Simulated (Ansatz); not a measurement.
# K+: energies up the ladder

The task, for K+: energies up the ladder. Charge +1.

Computed with Ansatz 0.2.0 (the levels named in each step, unless a step's input says otherwise).

## Step 1: The system as given

Coordinates:

```xyz
1

K     0.0000    0.0000    0.0000
```

## Step 2: Single point, PBE0/def2-TZVPP

Contents of input.yaml:

```yaml
crystal:
  periodic: [false, false, false]
  atoms:
    - { symbol: K, position_ang: [0.0, 0.0, 0.0] }
total_charge: 1
basis:
  gaussian: { orbitals: def2-TZVPP }
hamiltonian:
  xc: pbe0
```

Started as:

```console
$ ansatz run input.yaml --threads 1 --pin off --max-ram 2560MiB --backend cpu --events-out ev --progress --plain --runs-dir out
```

Output:

```text
Warning: RAYON_NUM_THREADS=1 ignored (pool sized by the plan → 1); use --threads N
Engine: ansatz 0.2.0, x86_64-unknown-linux-gnu
Functional definition: PBE0
  parameter a = 0.25
  parameter kappa = 0.804
  parameter beta = 0.06672455060314922
  exchange = (1 - a)*pbe_x(kappa = kappa, mu = beta*pi^2/3) + a*exact_x
  correlation = pbe_c(beta = beta)
283 factors; their error is unknown
mean field evaluation 1: about -16315.2632 eV, gradient 1.0e0 eV
mean field evaluation 2: about -16315.2650 eV, gradient 5.2e-1 eV
mean field evaluation 4: about -16315.3563 eV, gradient 8.0e-2 eV
mean field evaluation 8: about -16315.3563 eV, gradient 8.7e-5 eV
mean field -16315.35627932 eV, -599.5782843192 hartree, gradient 8.7e-5 eV, S^2 0.000000; 0 other end points of the search recorded, 0 dependent functions left out
reference -16315.35629832 eV, -599.5782850177 hartree; 9, 9 occupied and 24, 24 virtual orbitals, 283 factors
Total energy: -16315.35629832 eV, -599.5782850177 hartree
```

It took 2.4 s on 1 thread of AMD EPYC (Zen 3), shared host; peak memory 0.083 GiB.

## Step 3: Single point, PBE/def2-TZVPP

input.yaml, as its differences from that of step 2:

```diff
@@ -8,2 +8,2 @@
 hamiltonian:
-  xc: pbe0
+  xc: pbe
```

Started as:

```console
$ ansatz run input.yaml --threads 1 --pin off --max-ram 2560MiB --backend cpu --events-out ev --progress --plain --runs-dir out
```

Output:

```text
Warning: RAYON_NUM_THREADS=1 ignored (pool sized by the plan → 1); use --threads N
[... 1 set-up line as earlier in the session ...]
Functional definition: PBE
[... 2 set-up lines as earlier in the session ...]
  exchange = pbe_x(kappa = kappa, mu = beta*pi^2/3)
[... 1 set-up line as earlier in the session ...]
263 factors; their error is unknown
mean field evaluation 1: about -16313.9869 eV, gradient 1.3e0 eV
mean field evaluation 2: about -16313.9890 eV, gradient 8.9e-1 eV
mean field evaluation 4: about -16313.9815 eV, gradient 1.0e-2 eV
mean field evaluation 8: about -16313.9815 eV, gradient 5.4e-6 eV
mean field -16313.98151227 eV, -599.5277625623 hartree, gradient 5.4e-6 eV, S^2 0.000000; 0 other end points of the search recorded, 0 dependent functions left out
reference -16313.98154848 eV, -599.5277638926 hartree; 9, 9 occupied and 24, 24 virtual orbitals, 263 factors
Total energy: -16313.98154848 eV, -599.5277638926 hartree
```

Wall time 1.3 s (1 thread of AMD EPYC (Zen 3), shared host); peak memory 0.087 GiB.

## Step 4: Single point, r2SCAN/def2-TZVPP

input.yaml, as its differences from that of step 3:

```diff
@@ -8,2 +8,2 @@
 hamiltonian:
-  xc: pbe
+  xc: r2scan
```

Started as:

```console
$ ansatz run input.yaml --threads 1 --pin off --max-ram 2560MiB --backend cpu --events-out ev --progress --plain --runs-dir out
```

Output:

```text
Warning: RAYON_NUM_THREADS=1 ignored (pool sized by the plan → 1); use --threads N
[... 1 set-up line as earlier in the session ...]
Functional definition: r2SCAN
  parameter k0 = 0.174
  parameter k1 = 0.065
  parameter a1 = 4.9479
  exchange = r2scan_x(k0 = k0, k1 = k1, a1 = a1)
  correlation = r2scan_c
263 factors; their error is unknown
mean field evaluation 1: about -16319.0731 eV, gradient 1.0e0 eV
mean field evaluation 2: about -16319.0748 eV, gradient 5.6e-1 eV
mean field evaluation 4: about -16319.0655 eV, gradient 1.4e-2 eV
mean field evaluation 8: about -16319.0655 eV, gradient 1.3e-5 eV
mean field -16319.06548422 eV, -599.7145950853 hartree, gradient 1.3e-5 eV, S^2 0.000000; 0 other end points of the search recorded, 0 dependent functions left out
reference -16319.06548986 eV, -599.7145952924 hartree; 9, 9 occupied and 24, 24 virtual orbitals, 263 factors
Total energy: -16319.06548986 eV, -599.7145952924 hartree
```

Run time: 2.5 s. Hardware: 1 thread of AMD EPYC (Zen 3), shared host; peak memory 0.1 GiB.

## Step 5: Single point, B3LYP/def2-TZVPP

input.yaml, as its differences from that of step 4:

```diff
@@ -8,2 +8,2 @@
 hamiltonian:
-  xc: r2scan
+  xc: { name: B3LYP }
```

Started as:

```console
$ ansatz run input.yaml --threads 1 --pin off --max-ram 2560MiB --backend cpu --events-out ev --progress --plain --runs-dir out
```

Output:

```text
Warning: RAYON_NUM_THREADS=1 ignored (pool sized by the plan → 1); use --threads N
[... 1 set-up line as earlier in the session ...]
Functional definition: B3LYP
  parameter a0 = 0.2
  parameter ax = 0.72
  parameter ac = 0.81
  exchange = (1 - a0 - ax)*slater_x + ax*b88_x + a0*exact_x
  correlation = (1 - ac)*vwn_rpa_c + ac*lyp_c
275 factors; their error is unknown
mean field evaluation 1: about -16320.2343 eV, gradient 1.0e0 eV
mean field evaluation 2: about -16320.2359 eV, gradient 5.9e-1 eV
mean field evaluation 4: about -16320.3070 eV, gradient 6.6e-2 eV
mean field evaluation 8: about -16320.3070 eV, gradient 7.1e-5 eV
mean field -16320.30702587 eV, -599.7602208992 hartree, gradient 7.1e-5 eV, S^2 0.000000; 0 other end points of the search recorded, 0 dependent functions left out
reference -16320.30717526 eV, -599.7602263895 hartree; 9, 9 occupied and 24, 24 virtual orbitals, 275 factors
Total energy: -16320.30717526 eV, -599.7602263895 hartree
```

It took 1.4 s on 1 thread of AMD EPYC (Zen 3), shared host; peak memory 0.089 GiB.

## Step 6: Single point, wB97M-V/def2-TZVPP

input.yaml, as its differences from that of step 5:

```diff
@@ -8,2 +8,2 @@
 hamiltonian:
-  xc: { name: B3LYP }
+  xc: { name: wB97M-V }
```

Started as:

```console
$ ansatz run input.yaml --threads 1 --pin off --max-ram 2560MiB --backend cpu --events-out ev --progress --plain --runs-dir out
```

Output (excerpt; [...] marks lines left out):

```text
Warning: RAYON_NUM_THREADS=1 ignored (pool sized by the plan → 1); use --threads N
[...]
Functional definition: wB97M-V
[...]
  gx(w, u) = 1 - cx + cx01*u + cx10*w
  gss(w, u) = css00 + css04*u^4 + css10*w + css20*w^2 + css43*w^4*u^3
  gos(w, u) = cos00 + cos10*w + (cos20 + cos21*u)*w^2 + (cos60 + cos61*u)*w^6
[...]
      + integral(e_c_pw_mod_opposite_spin*gos(b97_w_opposite, b97_u_opposite)) + vv10(b, c)
266 factors; their error is unknown
65 factors; integrals over basis functions are off by at most 3.5e-4 eV
[...]
mean field -16319.32942780 eV, -599.7242948330 hartree, gradient 6.0e-6 eV, S^2 0.000000; 0 other end points of the search recorded, 0 dependent functions left out
reference -16319.32947047 eV, -599.7242964008 hartree; 9, 9 occupied and 24, 24 virtual orbitals, 266 factors
Total energy: -16319.32947047 eV, -599.7242964008 hartree
```

It took 6.1 s on 1 thread of AMD EPYC (Zen 3), shared host; peak memory 0.15 GiB.

## Step 7: Single point, B2PLYP/def2-TZVPP

input.yaml, as its differences from that of step 6:

```diff
@@ -8,2 +8,2 @@
 hamiltonian:
-  xc: { name: wB97M-V }
+  xc: { name: B2PLYP }
```

Started as:

```console
$ ansatz run input.yaml --threads 1 --pin off --max-ram 2560MiB --backend cpu --events-out ev --progress --plain --runs-dir out
```

Output (excerpt; [...] marks lines left out):

```text
Warning: RAYON_NUM_THREADS=1 ignored (pool sized by the plan → 1); use --threads N
[...]
Functional definition: B2PLYP
[...]
197 factors; integrals over basis functions are off by at most 8.9e-5 eV
[...]
mean field -16314.67061388 eV, -599.5530865790 hartree, gradient 4.2e-6 eV, S^2 0.000000; 0 other end points of the search recorded, 0 dependent functions left out
5 core orbitals not correlated: weight in the atoms' cores, before any rotation towards them, 1.000 or more for the frozen orbitals, at most 0.000 for the correlated occupied ones
reference -16314.67069418 eV, -599.5530895300 hartree; 4, 4 occupied and 24, 24 virtual orbitals, 197 factors
second order -4.82249361 eV of doubles, -0.00000000 eV of singles
Total energy: -16315.97276745 eV, -599.6009398403 hartree
```

Wall time 3.2 s (1 thread of AMD EPYC (Zen 3), shared host); peak memory 0.089 GiB.

## Step 8: Single point, LDA/def2-TZVPP

input.yaml, as its differences from that of step 7:

```diff
@@ -8,2 +8,2 @@
 hamiltonian:
-  xc: { name: B2PLYP }
+  xc: lda
```

Started as:

```console
$ ansatz run input.yaml --threads 1 --pin off --max-ram 2560MiB --backend cpu --events-out ev --progress --plain --runs-dir out
```

Output:

```text
Warning: RAYON_NUM_THREADS=1 ignored (pool sized by the plan → 1); use --threads N
[... 1 set-up line as earlier in the session ...]
Functional definition: SPW92
  exchange = slater_x
  correlation = pw_c
263 factors; their error is unknown
mean field evaluation 1: about -16272.5800 eV, gradient 9.4e-1 eV
mean field evaluation 2: about -16272.5810 eV, gradient 5.7e-1 eV
mean field evaluation 4: about -16272.5726 eV, gradient 5.4e-2 eV
mean field evaluation 8: about -16272.5726 eV, gradient 6.5e-6 eV
mean field -16272.57259755 eV, -598.0060130140 hartree, gradient 6.5e-6 eV, S^2 0.000000; 0 other end points of the search recorded, 0 dependent functions left out
reference -16272.57263019 eV, -598.0060142135 hartree; 9, 9 occupied and 24, 24 virtual orbitals, 263 factors
Total energy: -16272.57263019 eV, -598.0060142135 hartree
```

It took 1.3 s on 1 thread of AMD EPYC (Zen 3), shared host; peak memory 0.085 GiB.

## Step 9: Single point, PBE0/def2-SVP

input.yaml, as its differences from that of step 8:

```diff
@@ -6,4 +6,4 @@
 basis:
-  gaussian: { orbitals: def2-TZVPP }
+  gaussian: { orbitals: def2-SVP }
 hamiltonian:
-  xc: lda
+  xc: pbe0
```

Started as:

```console
$ ansatz run input.yaml --threads 1 --pin off --max-ram 2560MiB --backend cpu --events-out ev --progress --plain --runs-dir out
```

Output (excerpt; [...] marks lines left out):

```text
Warning: RAYON_NUM_THREADS=1 ignored (pool sized by the plan → 1); use --threads N
[... 7 set-up lines as earlier in the session ...]
145 factors; integrals over basis functions are off by at most 2.5e-4 eV
mean field evaluation 1: about -16313.2677 eV, gradient 3.5e-2 eV
mean field evaluation 2: about -16313.2677 eV, gradient 3.6e-2 eV
mean field evaluation 4: about -16313.2677 eV, gradient 2.9e-5 eV
mean field -16313.26766012 eV, -599.5015289795 hartree, gradient 6.5e-5 eV, S^2 0.000000; 0 other end points of the search recorded, 0 dependent functions left out
reference -16313.26766793 eV, -599.5015292666 hartree; 9, 9 occupied and 15, 15 virtual orbitals, 145 factors
Total energy: -16313.26766793 eV, -599.5015292666 hartree
```

It took 1.7 s on 1 thread of AMD EPYC (Zen 3), shared host; peak memory 0.085 GiB.

## Step 10: Single point, PBE/def2-SVP

input.yaml, as its differences from that of step 9:

```diff
@@ -8,2 +8,2 @@
 hamiltonian:
-  xc: pbe0
+  xc: pbe
```

Started as:

```console
$ ansatz run input.yaml --threads 1 --pin off --max-ram 2560MiB --backend cpu --events-out ev --progress --plain --runs-dir out
```

Output (excerpt; [...] marks lines left out):

```text
Warning: RAYON_NUM_THREADS=1 ignored (pool sized by the plan → 1); use --threads N
[... 6 set-up lines as earlier in the session ...]
231 factors; their error is unknown
mean field evaluation 1: about -16311.8972 eV, gradient 4.8e-2 eV
mean field evaluation 2: about -16311.8610 eV, gradient 7.0e-2 eV
mean field evaluation 4: about -16311.8611 eV, gradient 6.8e-5 eV
mean field evaluation 8: about -16311.8611 eV, gradient 2.0e-6 eV
mean field -16311.86105162 eV, -599.4498370704 hartree, gradient 2.0e-6 eV, S^2 0.000000; 0 other end points of the search recorded, 0 dependent functions left out
reference -16311.86106573 eV, -599.4498375890 hartree; 9, 9 occupied and 15, 15 virtual orbitals, 231 factors
Total energy: -16311.86106573 eV, -599.4498375890 hartree
```

Wall time 2.5 s (1 thread of AMD EPYC (Zen 3), shared host); peak memory 0.084 GiB.

## Step 11: Total energies

| level | energy (eV) | CPU time |
| --- | --- | --- |
| PBE0/def2-TZVPP | -16315.3563 | 1.1 s |
| PBE/def2-TZVPP | -16313.9815 | 0.85 s |
| r2SCAN/def2-TZVPP | -16319.0655 | 1.7 s |
| B3LYP/def2-TZVPP | -16320.3072 | 0.94 s |
| wB97M-V/def2-TZVPP | -16319.3295 | 3.7 s |
| B2PLYP/def2-TZVPP | -16315.9728 | 1.4 s |
| LDA/def2-TZVPP | -16272.5726 | 0.63 s |
| PBE0/def2-SVP | -16313.2677 | 0.84 s |
| PBE/def2-SVP | -16311.8611 | 0.95 s |

## Step 12: Outcome

| quantity | value |
| --- | --- |
| energy at PBE/def2-SVP | -16311.861 eV |

These totals serve in differences with atoms or fragments at the same level; alone they don't rank the methods.
